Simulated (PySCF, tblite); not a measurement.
**C7H11O radical: geometry, infrared bands and EPR parameters**

What infrared bands and EPR parameters should C7H11O radical (`[CH2][C@@]1(CO)C=C(C)C1`) show?

The runs use tblite 0.8.0 and PySCF 2.14.0, with density-fitted response routines of our own; the level of theory stands in each step. All values are computed, except where a source is named. Atoms are numbered from 0 throughout.

## (1) Starting geometry

19 atoms, charge 0, multiplicity 2; geometry from: force field or distance geometry start.

Bonds of the start (Å): C0–C1 1.50, C1–C2 1.54, C2–O3 1.41, C1–C4 1.53, C4–C5 1.35, C5–C6 1.54, C5–C7 1.53, C7–C1 1.55, C0–H8 1.08, C0–H9 1.10, C2–H10 1.10, C2–H11 1.09, O3–H12 0.99, C4–H13 1.08, C6–H14 1.10, C6–H15 1.09, C6–H16 1.09, C7–H17 1.09, C7–H18 1.10.

## (2) Geometry optimisation with GFN2-xTB

Job settings and geometry (Å):

```
{"job": {"kind": "relax", "xc": "GFN2-xTB", "basis": "xTB"}, "charge": 0, "multiplicity": 2}
C      1.325600     1.116300     1.258100
C      0.690900     0.433000     0.084800
C      1.640400     0.295300    -1.114600
O      2.822200    -0.408000    -0.786300
C     -0.010900    -0.856400     0.527600
C     -1.236400    -0.434400     0.133700
C     -2.641400    -1.074400     0.153100
C     -0.723600     0.944500    -0.270500
H      2.397200     1.251800     1.303700
H      0.706100     1.457300     2.095200
H      1.147500    -0.231500    -1.950800
H      1.925500     1.284400    -1.482600
H      2.537800    -1.274800    -0.411200
H      0.358900    -1.782800     0.951600
H     -2.966600    -1.245200     1.189300
H     -3.369300    -0.414400    -0.313500
H     -2.631500    -2.028500    -0.374200
H     -1.107900     1.773200     0.323500
H     -0.874100     1.203800    -1.324400
```

Command:

```console
OMP_NUM_THREADS=1 python probes_run.py task.json out
```

One launch serves the whole session: the jobs run in the order shown.

**Question.** This job is followed by: GFN2-xTB harmonic vibrations, gas phase; UKS B3LYP, pcH-1 on C H O, non-relativistic, mean-field spin-orbit, GIAO. Predict these results of the whole session: strongest single infrared mode (GFN2-xTB); zero-point energy (GFN2-xTB); g(iso) (B3LYP); ⟨S²⟩; largest a(iso) (averaged by class); surface potential, 1st and 99th percentile.

The runs gave:

| quantity | value |
| --- | --- |
| strongest single infrared mode (GFN2-xTB) | 375 cm⁻¹, 97 km/mol |
| zero-point energy (GFN2-xTB) | 98.4 kcal/mol |
| g(iso) (B3LYP) | 2.00257 |
| ⟨S²⟩ | 0.754 (exact 0.75) |
| largest a(iso) (averaged by class) | 13C on C4, 87.1 MHz |
| surface potential, 1st and 99th percentile | -1.63 V and 1.77 V |

**Reading.** The optimisation took 112 steps and gained 0.214 eV; among the close pairs (by a distance rule), C5–C6 changed most, from 1.544 to 1.481 Å. All 51 modes are real, so the xTB geometry is a minimum. The strongest single mode, at 375 cm⁻¹, is spread over many atoms; the largest shares are those of H12, O3. Unscaled tight-binding wavenumbers are off by several per cent, some by more. Its intensities can rank the bands wrongly. C0 carries the largest spin population, 1.06 e. The isotropic g lies 0.2 ppt above the free-electron value.
